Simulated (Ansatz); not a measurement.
# CdH2: a single-point run

Aim: a sound single-point run of CdH2. The structure is shown as the input types it. The cell is built on a prototype (fluorite) and needn't be the phase found in nature.

Method: density functional or hybrid calculation with the settings of its input, plane waves (as first typed), in Ansatz 0.2.0.

8 further runs of the same task are left out: 8 that didn't finish.

**1. The structure to begin with**

It takes space group Fm-3m (No. 225, cubic). The conventional cell has a = 5.054 Å, b = 5.054 Å, c = 5.054 Å, α = 90.00°, β = 90.00°, γ = 90.00°. Cd (site symmetry m-3m) is surrounded by 8 H at 2.19 Å. H (site symmetry -43m) is surrounded by 4 Cd at 2.19 Å.

Coordinates:

```xyz
3
Lattice="0.0000 2.5272 2.5272 2.5272 0.0000 2.5272 2.5272 2.5272 0.0000" Properties=species:S:1:pos:R:3 pbc="T T T"
Cd    0.0000    0.0000    0.0000
H     1.2636    1.2636    1.2636
H     3.7908    3.7908    3.7908
```

**2. Running it**

The input, input.yaml:

```yaml
crystal:
  lattice:
    - [0.0, 2.5271675575, 2.5271675575]
    - [2.5271675575, 0.0, 2.5271675575]
    - [2.5271675575, 2.5271675575, 0.0]
  atoms:
    - { symbol: Cd, position: [0.0, 0.0, 0.0] }
    - { symbol: H, position: [0.25, 0.25, 0.25] }
    - { symbol: H, position: [0.75, 0.75, 0.75] }
kpoints:
  mp_grid: { grid: [6, 6, 6] }
hamiltonian:
  xc: pbe
scf:
  occupations: { method: methfessel_paxton, width: 1.5 }
  n_extra_bands: 4
output:
  forces: true
  stress: true
  eigenvalues: true
```

Command:

```console
ansatz run input.yaml --threads 4 --pin off --max-ram 3686MiB --backend cpu --events-out ev --progress --plain --runs-dir out
```

**Question.** How will this run end, and is anything wrong with its input?

The program finished normally. That alone doesn't make the input a sound one.

In the input, scf.occupations.method is methfessel_paxton; scf.occupations.width is 1.5. The width is far wider than usual, so occupations near the Fermi level are blurred and the entropy term grows.

The test: set scf.occupations.method to fermi_dirac and scf.occupations.width to 0.02.
